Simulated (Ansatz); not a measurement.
# C₂H₉NOSn: a ladder of functionals and wavefunction methods

An exercise on one series of results from a longer session: the logs are not shown, and one member is left open.

Program: Ansatz 0.2.0, Gaussian basis. Level of theory: functionals in def2-TZVPP, the program's frozen cores in correlated methods. These are calculated values, not measurements.

Plan: PBE-D4, r2SCAN-D4, PBE0-D4, B3LYP-D4, ωB97X-V, ωB97M-V, B2PLYP; CCSD(T)/def2-TZVPP; MP2/def2-QZVPP; extrapolation to the limit.

**Structure used throughout**

All runs share one geometry, relaxed beforehand with PBE0-D4 in a triple-zeta def2 set. Sn takes the def2 core potential; no spin-orbit term is included.

SMILES `C[O][SnH]([CH3])[NH2]`, 14 atoms, charge 0, spin multiplicity 1.

Atoms are counted from 1 here; the program's logs count them from 0.

Bond lengths: C1–O2 1.400 Å, C1–H6 1.095 Å, C1–H7 1.101 Å, C1–H8 1.101 Å, O2–Sn3 1.980 Å, Sn3–C4 2.127 Å, Sn3–N5 2.014 Å, Sn3–H9 1.711 Å, C4–H10 1.090 Å, C4–H11 1.090 Å, C4–H12 1.090 Å, N5–H13 1.012 Å, N5–H14 1.012 Å. Angles: O2–C1–H6 108.8°, O2–C1–H7 112.8°, O2–C1–H8 112.7°, H6–C1–H7 107.3°, H6–C1–H8 107.3°, H7–C1–H8 107.6°, C1–O2–Sn3 119.8°, O2–Sn3–C4 107.9°, O2–Sn3–N5 107.1°, O2–Sn3–H9 106.5°, C4–Sn3–N5 109.3°, C4–Sn3–H9 116.5°, N5–Sn3–H9 109.2°, Sn3–C4–H10 110.0°, Sn3–C4–H11 110.1°, Sn3–C4–H12 109.2°, H10–C4–H11 109.2°, H10–C4–H12 109.3° and more.

The first run:

File in.yaml:

```yaml
crystal:
  periodic: [false, false, false]
  atoms:
    - {symbol: C, position_ang: [-1.085963, -0.005594, -2.064991]}
    - {symbol: O, position_ang: [-1.222453, 0.289891, -0.703414]}
    - {symbol: Sn, position_ang: [0.035368, -0.501452, 0.605468]}
    - {symbol: C, position_ang: [1.900663, 0.502302, 0.409370]}
    - {symbol: N, position_ang: [-0.718813, -0.148903, 2.438861]}
    - {symbol: H, position_ang: [-1.921880, 0.446488, -2.608965]}
    - {symbol: H, position_ang: [-1.106357, -1.086722, -2.271663]}
    - {symbol: H, position_ang: [-0.157589, 0.398192, -2.496952]}
    - {symbol: H, position_ang: [0.041754, -2.188076, 0.315629]}
    - {symbol: H, position_ang: [2.608021, 0.122140, 1.146394]}
    - {symbol: H, position_ang: [2.306672, 0.347227, -0.590161]}
    - {symbol: H, position_ang: [1.752343, 1.570195, 0.570137]}
    - {symbol: H, position_ang: [-0.811921, 0.835555, 2.653752]}
    - {symbol: H, position_ang: [-1.619856, -0.581242, 2.596536]}
basis:
  gaussian: {orbitals: def2-TZVPP}
hamiltonian: {xc: pbe, dispersion: d4}
output: {forces: true, orbitals: {seedname: orbitals}}
```

The run is started by

```sh
$ ansatz run in.yaml --threads 2 --pin off --events-out ev --progress --plain --max-ram 22528MiB --backend cuda --devices 0, --max-vram 18GiB
```

Steps of the session up to this table: PBE-D4 (GGA); r2SCAN-D4 (meta-GGA); PBE0-D4 (hybrid); B3LYP-D4 (hybrid); ωB97X-V (range-separated); ωB97M-V (range-separated); B2PLYP (double hybrid); CCSD(T) in def2-TZVPP; MP2 in def2-QZVPP.

One table of the session follows, with a row left open; its other results are not shown here.

```
            method  atoms, summed (eV)  atomisation energy (eV)
            PBE-D4                   ?                        ?
         r2SCAN-D4          -11541.314                   49.727
           PBE0-D4          -11536.027                   49.651
          B3LYP-D4          -11544.868                   49.844
           ωB97X-V          -11539.719                   50.084
           ωB97M-V          -11538.059                   49.938
            B2PLYP          -11532.412                   49.277
     HF/def2-TZVPP          -11495.220                   35.066
    MP2/def2-TZVPP          -11512.455                   49.026
   CCSD/def2-TZVPP          -11514.372                   47.978
CCSD(T)/def2-TZVPP          -11514.784                   48.720
           MP2/CBS          -11524.239                   50.471
       CCSD(T)/CBS          -11526.568                   50.164
```

**Question.** Estimate the row for PBE-D4.

The run gave: atoms, summed (eV): -11534.353; atomisation energy (eV): 50.594. In the column «atoms, summed (eV)» it lies between PBE0-D4 (-11536.027) and B2PLYP (-11532.412).
